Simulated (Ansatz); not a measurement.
**BH3O2S: a ladder of functionals and wavefunction methods**

How much do the methods differ for BH3O2S? The plan is to run it at one geometry with functionals of several rungs and with coupled cluster. The yardstick is the atomisation energy at the CCSD(T) limit.

Program: Ansatz 0.2.0, Gaussian basis. Level of theory: functionals in def2-TZVPP, the program's frozen cores in correlated methods. These are calculated values, not measurements.

Levels to be run: LDA (SPW92), PBE-D4, revPBE-D4, BLYP-D4, r2SCAN-D4, B97M-V, PBE0-D4, B3LYP-D4, r2SCANh-D4, r2SCAN0-D4, HSE06-D4, BHLYP-D4, CAM-B3LYP-D4, LC-ωPBE, ωB97X-V, ωB97M-V, B2PLYP, PBE-QIDH; CCSD(T)/def2-SVP; CCSD(T)/def2-TZVPP; MP2/def2-QZVPP; extrapolation to the limit; RPA on PBE.

### 1 Structure used throughout

All runs share one geometry, relaxed beforehand with PBE0-D4 in a triple-zeta def2 set.

SMILES `OB(O)S`, 7 atoms, charge 0, spin multiplicity 1.

Atoms are counted from 1 here; the program's logs count them from 0.

Bond lengths: O1–B2 1.364 Å, O1–H5 0.957 Å, B2–O3 1.357 Å, B2–S4 1.829 Å, O3–H6 0.961 Å, S4–H7 1.342 Å. Angles: B2–O1–H5 115.3°, O1–B2–O3 119.2°, O1–B2–S4 125.5°, O3–B2–S4 115.3°, B2–O3–H6 112.0°, B2–S4–H7 96.9°.

### 2 LDA

This LDA is Slater exchange with PW92 correlation.

Input file in.yaml:

```yaml
crystal:
  periodic: [false, false, false]
  atoms:
    - {symbol: O, position_ang: [-0.283261, 1.152564, 0.105129]}
    - {symbol: B, position_ang: [0.166244, -0.131151, 0.213747]}
    - {symbol: O, position_ang: [0.876938, -0.492735, 1.311155]}
    - {symbol: S, position_ang: [-0.103885, -1.457887, -1.015815]}
    - {symbol: H, position_ang: [-0.778170, 1.346407, -0.691234]}
    - {symbol: H, position_ang: [0.989784, 0.239480, 1.923842]}
    - {symbol: H, position_ang: [-0.806449, -0.724777, -1.892622]}
basis:
  gaussian: {orbitals: def2-TZVPP}
hamiltonian: {xc: lda}
output: {orbitals: {seedname: orbitals}}
```

Further steps of the session: PBE-D4 (GGA); revPBE-D4 (GGA); BLYP-D4 (GGA); r2SCAN-D4 (meta-GGA); B97M-V (meta-GGA); PBE0-D4 (hybrid); B3LYP-D4 (hybrid); r2SCANh-D4 (hybrid); r2SCAN0-D4 (hybrid); HSE06-D4 (hybrid); BHLYP-D4 (hybrid); CAM-B3LYP-D4 (range-separated); LC-ωPBE-D4 (range-separated); ωB97X-V (range-separated); ωB97M-V (range-separated); B2PLYP (double hybrid); PBE-QIDH (double hybrid); CCSD(T) in def2-SVP; CCSD(T) in def2-TZVPP; MP2 in def2-QZVPP; RPA on PBE orbitals.

Before running them: what should the planned runs give, taken together? Wanted: atomisation energy, CCSD(T)/CBS; farthest beyond LDA; mean size of error, GGA; mean size of error, meta-GGA; mean size of error, hybrid; mean size of error, range-separated; mean size of error, double hybrid; gap, smallest and largest; T1 diagnostic.

**Answer**, as computed:

| quantity | value |
| --- | --- |
| atomisation energy, CCSD(T)/CBS | 2795.9 kJ/mol |
| functionals within 14.0 kJ/mol (0.5 %) | BLYP-D4, PBE0-D4, B3LYP-D4, r2SCANh-D4, HSE06-D4, CAM-B3LYP-D4, ωB97X-V |
| farthest beyond LDA | BHLYP-D4 (-119.9 kJ/mol) |
| mean size of error, GGA | 29.1 kJ/mol |
| mean size of error, meta-GGA | 16.9 kJ/mol |
| mean size of error, hybrid | 33.2 kJ/mol |
| mean size of error, range-separated | 10.2 kJ/mol |
| mean size of error, double hybrid | 28.8 kJ/mol |
| gap, smallest and largest | 5.37 eV (BLYP-D4), 12.63 eV (LC-ωPBE) |
| T1 diagnostic | 0.0123 |
| triples share of the correlation energy | 3.8 % |

The LDA atomisation energy is off by 458.8 kJ/mol (16 %): it overbinds. PBE-D4 misses by +66.8 kJ/mol. Double hybrids carry the basis error of their MP2 part in triple zeta, and no dispersion term here, so their miss is partly the set-up's. Taken by rung, range-separated functionals do best (10.2 kJ/mol on average) and hybrid ones worst beyond LDA (33.2 kJ/mol). The gap between the best rungs is small, so their order is not settled. The mean of the hybrids holds BHLYP, with half exact exchange. Misses under about 14.0 kJ/mol are within the doubt on the reference itself, which lacks core-valence correlation, relativity and higher excitations. Hartree-Fock recovers 71 % of the binding; the rest is correlation. CCSD(T) in def2-SVP is off by -166.2 kJ/mol, so the small basis spoils what the method gains. The gap grows from 5.4 to 12.6 eV across the functionals, mostly with the share of exact exchange.
